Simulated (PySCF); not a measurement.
# Ir4 (Ir4-): the cost of one run

Computed with PySCF 2.14.0. Level: TPSS, Ir def2-SVP with ECP60; scalar-relativistic core potentials, no spin–orbit coupling.

4 further runs of the same task are left out: 2 for a known fault of the program, 1 that didn't finish, 1 set aside as unsound or not needed.

### Step 1. Starting geometry

4 atoms, charge -1, spin multiplicity 2.

Bond lengths: Ir1–Ir3 2.423 Å, Ir1–Ir4 2.423 Å, Ir2–Ir3 2.423 Å, Ir2–Ir4 2.423 Å. Angles: Ir3–Ir1–Ir4 72.0°, Ir3–Ir2–Ir4 72.0°, Ir1–Ir3–Ir2 67.7°, Ir1–Ir4–Ir2 67.7°.

Geometry (Å):

```xyz
4
Ir4
Ir    0.7178    0.9515    0.9525
Ir    0.7041   -0.9552   -0.9591
Ir   -0.7133    1.0097   -1.0019
Ir   -0.7086   -1.0060    1.0084
```

An earlier session relaxed this geometry at TPSS, Ir def2-SVP with ECP60 (doublet, point group C2v).

Its energy there is -417.342159 Eh.

### Step 2. Multiplicity 4 at the relaxed geometry

run.py (the lines that set the calculation) reads:

```python
mol = gto.M(atom='''
Ir     0.71782     0.95149     0.95254
Ir     0.70412    -0.95520    -0.95906
Ir    -0.71332     1.00973    -1.00187
Ir    -0.70862    -1.00602     1.00839''',
    basis={'Ir': 'def2-SVP'},
    ecp={'Ir': 'def2-SVP'},
    charge=-1, spin=3)
mf = dft.UKS(mol, xc='TPSS')
mf.grids.atom_grid = (50, 194)
mf = mf.density_fit()  # fitting sets: Ir def2-universal-JKFIT
mf.conv_tol = 1e-08; mf.max_cycle = 55
mf.kernel(dm0)  # dm0: free metal ions and neutral atoms
```

Launch:

```console
OMP_NUM_THREADS=4 python run.py
```

**Question.** How long does this run take on 4 threads of Arm Neoverse V2, shared host?

About 53 s.
